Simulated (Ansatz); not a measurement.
# C2H7BSi: the cost of one run

Method: UKS B3LYP-D4/cc-pVDZ, in Ansatz 0.2.0.

## Step 1: The structure to begin with

Bond lengths: C1–B2 1.556 Å, B2–Si3 1.818 Å, Si3–C4 1.904 Å, C1–H5 1.093 Å, C1–H6 1.092 Å, C1–H7 1.092 Å, Si3–H8 1.468 Å, C4–H9 1.086 Å, C4–H10 1.088 Å, C4–H11 1.088 Å. Angles (14 of 16 angles, heavy atoms first): C1–B2–Si3 156.5°, B2–Si3–C4 121.4°, B2–C1–H5 106.8°, B2–C1–H6 114.1°, B2–C1–H7 115.5°, B2–Si3–H8 129.4°, C4–Si3–H8 107.0°, Si3–C4–H9 110.3°, Si3–C4–H10 111.5°, Si3–C4–H11 111.8°, H5–C1–H6 106.1°, H5–C1–H7 106.3°, H6–C1–H7 107.4°, H9–C4–H10 107.7°.

As a file:

```xyz
11

C    -0.7147    2.2713    0.3309
B     0.2279    1.0383    0.2198
Si    0.7807   -0.6696    0.5077
C     0.2775   -2.0845   -0.6626
H    -1.5744    2.0705   -0.3137
H    -1.1184    2.4356    1.3321
H    -0.2913    3.2180   -0.0098
H     1.9020   -1.1618    1.3171
H    -0.5417   -1.7697   -1.3030
H     1.1036   -2.3836   -1.3048
H    -0.0510   -2.9646   -0.1136
```

## Step 2: End point A

File input.yaml:

```yaml
crystal:
  periodic: [false, false, false]
  atoms:
    - { symbol: C, position_ang: [-0.71475, 2.27129, 0.33089] }
    - { symbol: B, position_ang: [0.22787, 1.03833, 0.21976] }
    - { symbol: Si, position_ang: [0.78072, -0.66958, 0.50768] }
    - { symbol: C, position_ang: [0.27753, -2.08448, -0.66263] }
    - { symbol: H, position_ang: [-1.5744, 2.07051, -0.31368] }
    - { symbol: H, position_ang: [-1.11844, 2.43565, 1.33208] }
    - { symbol: H, position_ang: [-0.29135, 3.21802, -0.00985] }
    - { symbol: H, position_ang: [1.90196, -1.16179, 1.31709] }
    - { symbol: H, position_ang: [-0.54173, -1.76969, -1.30298] }
    - { symbol: H, position_ang: [1.10357, -2.38363, -1.30479] }
    - { symbol: H, position_ang: [-0.051, -2.96464, -0.11357] }
magnetization:
  spin_polarized: true
basis:
  gaussian: { orbitals: cc-pVDZ }
hamiltonian:
  xc: b3lyp
  dispersion: d4
relax:
  f_tol: 0.02
  max_steps: 50
output:
  orbitals: {}
```

The run is started by

```sh
ansatz run input.yaml --threads 2 --pin off --max-ram 3072MiB --backend cpu --events-out ev --progress --plain --runs-dir out
```

What time and memory should one allow on 2 threads of Arm Neoverse V1, shared host?

About 34 s, with a peak of 0.25 GiB.
